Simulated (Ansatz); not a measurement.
The system is Ge2Sb2Te5.

```
Te Sb Ge
1.0
     4.29406    0.00000    0.00000
    -2.14703    3.71877    0.00000
     0.00000    0.00000   17.10135
Te Sb Ge
5 2 2
Direct
  0.66667 0.33333 0.41989
  0.33333 0.66667 0.58011
  0.33333 0.66667 0.20154
  0.66667 0.33333 0.79846
  0.00000 0.00000 0.00000
  0.00000 0.00000 0.32007
  0.00000 0.00000 0.67993
  0.66667 0.33333 0.10290
  0.33333 0.66667 0.89711
```

The cell comes from a database or a generator and needn't be the stable form of this composition.

Base run:

| Quantity | Value |
| --- | --- |
| Program | Ansatz 0.2.0 |
| Functional | BLYP |
| Potentials or basis | Ansatz PAW |
| Cutoff | 420 eV (not typed: the program's choice for these potentials) |
| k mesh | 7 × 7 × 2 |
| Occupations | fermi-dirac, width 0.05 eV |
| Spin | no spin polarisation |

Its results: band gap on the k mesh 0.30 eV, direct; pressure 4.3 GPa; largest force 0.097 eV/Å.

**Question.** The run is repeated on the same cell with these changes: functional from BLYP to revPBE. What comes out?

**Answer.** Band gap on the k mesh 0.27 eV, direct; pressure 1.3 GPa; largest force 0.093 eV/Å.

Caveats: spin-orbit coupling is left out, which moves the levels of the heavy elements; the PAW data sets come from PBE, with cores solved anew for the run's functional, which leaves a small shift of forces and pressure.
